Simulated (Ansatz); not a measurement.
# C6H14S: up Jacob's ladder to CCSD(T)

One table from this session's results is given with a row withheld; the runs are named, their logs left out.

Program: Ansatz 0.2.0, Gaussian basis. Level of theory: functionals in def2-TZVPP, the program's frozen cores in correlated methods. These are calculated values, not measurements.

The runs, in order: LDA (SPW92), PBE-D4, revPBE-D4, BLYP-D4, r2SCAN-D4, B97M-V, PBE0-D4, B3LYP-D4, r2SCANh-D4, r2SCAN0-D4, HSE06-D4, BHLYP-D4, CAM-B3LYP-D4, LC-ωPBE, ωB97X-V, ωB97M-V, B2PLYP, PBE-QIDH; CCSD(T)/def2-SVP; CCSD(T)/def2-TZVPP; MP2/def2-QZVPP; extrapolation to the limit; RPA on PBE.

## Structure used throughout

The geometry comes from an earlier relaxation with PBE0-D4 in a triple-zeta def2 set; it is a stationary point, not always the lowest conformer.

SMILES `CCCCSCC`, 21 atoms, charge 0, spin multiplicity 1.

Atoms are counted from 1 here; the program's logs count them from 0.

Bond lengths: C1–C2 1.520 Å, C1–H8 1.093 Å, C1–H9 1.092 Å, C1–H10 1.094 Å, C2–C3 1.525 Å, C2–H11 1.097 Å, C2–H12 1.095 Å, C3–C4 1.518 Å, C3–H13 1.094 Å, C3–H14 1.095 Å, C4–S5 1.804 Å, C4–H15 1.094 Å, C4–H16 1.093 Å, S5–C6 1.806 Å, C6–C7 1.515 Å, C6–H17 1.093 Å, C6–H18 1.093 Å, C7–H19 1.092 Å and more. Angles: C2–C1–H8 112.0°, C2–C1–H9 111.2°, C2–C1–H10 111.0°, H8–C1–H9 107.3°, H8–C1–H10 107.6°, H9–C1–H10 107.7°, C1–C2–C3 114.1°, C1–C2–H11 109.6°, C1–C2–H12 109.2°, C3–C2–H11 109.3°, C3–C2–H12 108.4°, H11–C2–H12 106.0°, C2–C3–C4 113.3°, C2–C3–H13 108.7°, C2–C3–H14 110.0°, C4–C3–H13 109.3°, C4–C3–H14 108.9°, H13–C3–H14 106.4° and more.

The first run:

Contents of in.yaml:

```yaml
crystal:
  periodic: [false, false, false]
  atoms:
    - {symbol: C, position_ang: [0.682988, -2.331325, -1.945467]}
    - {symbol: C, position_ang: [1.063794, -0.904596, -1.584342]}
    - {symbol: C, position_ang: [-0.075076, -0.090966, -0.978894]}
    - {symbol: C, position_ang: [-0.544887, -0.621319, 0.363718]}
    - {symbol: S, position_ang: [-1.905850, 0.297215, 1.111874]}
    - {symbol: C, position_ang: [-1.166972, 1.920601, 1.397880]}
    - {symbol: C, position_ang: [0.011710, 1.924129, 2.349925]}
    - {symbol: H, position_ang: [0.413904, -2.918715, -1.064462]}
    - {symbol: H, position_ang: [1.509911, -2.847183, -2.438495]}
    - {symbol: H, position_ang: [-0.172273, -2.347530, -2.627353]}
    - {symbol: H, position_ang: [1.911015, -0.914580, -0.888332]}
    - {symbol: H, position_ang: [1.418305, -0.388952, -2.482680]}
    - {symbol: H, position_ang: [0.256996, 0.945260, -0.861917]}
    - {symbol: H, position_ang: [-0.925731, -0.066358, -1.668326]}
    - {symbol: H, position_ang: [0.288730, -0.685549, 1.069704]}
    - {symbol: H, position_ang: [-0.946440, -1.632676, 0.263861]}
    - {symbol: H, position_ang: [-1.992484, 2.508747, 1.807006]}
    - {symbol: H, position_ang: [-0.903343, 2.377222, 0.440686]}
    - {symbol: H, position_ang: [0.857451, 1.364583, 1.944376]}
    - {symbol: H, position_ang: [-0.260155, 1.475728, 3.307338]}
    - {symbol: H, position_ang: [0.354004, 2.947064, 2.530900]}
basis:
  gaussian: {orbitals: def2-TZVPP}
hamiltonian: {xc: lda}
output: {orbitals: {seedname: orbitals}}
```

Run with:

```sh
ansatz run in.yaml --threads 2 --pin off --events-out ev --progress --plain --max-ram 32768MiB --backend cuda --devices 0, --max-vram 18GiB
```

Among the steps run: LDA; PBE-D4 (GGA); revPBE-D4 (GGA); BLYP-D4 (GGA); r2SCAN-D4 (meta-GGA); B97M-V (meta-GGA); PBE0-D4 (hybrid); B3LYP-D4 (hybrid); r2SCANh-D4 (hybrid); r2SCAN0-D4 (hybrid); HSE06-D4 (hybrid); BHLYP-D4 (hybrid); CAM-B3LYP-D4 (range-separated); LC-ωPBE (range-separated); ωB97X-V (range-separated); ωB97M-V (range-separated); B2PLYP (double hybrid); PBE-QIDH (double hybrid).

One of the session's tables, all rows but one given; the rest of the session is left out.

It belongs to the step «Orbital energies across the functionals». 

| functional | HOMO (eV) | LUMO (eV) | gap (eV) |
| --- | --- | --- | --- |
| LDA (SPW92) | -5.08 | -0.10 | 4.98 |
| PBE-D4 | -4.96 | 0.11 | 5.07 |
| revPBE-D4 | -4.91 | 0.22 | 5.12 |
| BLYP-D4 | ? | ? | ? |
| r2SCAN-D4 | -5.19 | 0.58 | 5.76 |
| B97M-V | -5.32 | 0.24 | 5.56 |
| PBE0-D4 | -6.17 | 0.94 | 7.11 |
| B3LYP-D4 | -5.95 | 0.63 | 6.58 |
| r2SCANh-D4 | -5.64 | 0.90 | 6.54 |
| r2SCAN0-D4 | -6.32 | 1.32 | 7.64 |
| HSE06-D4 | -5.77 | 0.57 | 6.34 |
| BHLYP-D4 | -7.27 | 1.59 | 8.86 |
| CAM-B3LYP-D4 | -7.52 | 1.74 | 9.26 |
| LC-ωPBE | -8.90 | 3.04 | 11.94 |
| ωB97X-V | -8.56 | 2.80 | 11.36 |
| ωB97M-V | -8.41 | 2.41 | 10.82 |

Q: Estimate the row for BLYP-D4 from the others.

Worked estimate for «HOMO (eV)». Against the share of exact exchange, B3LYP-D4 (0.2, -5.95), BHLYP-D4 (0.5, -7.27) give a slope of -4.40 per unit share; at 0 the line stands at -5.07.

As computed: HOMO (eV): -4.82; LUMO (eV): 0.15; gap (eV): 4.97. In «HOMO (eV)» the line misses by -0.25.
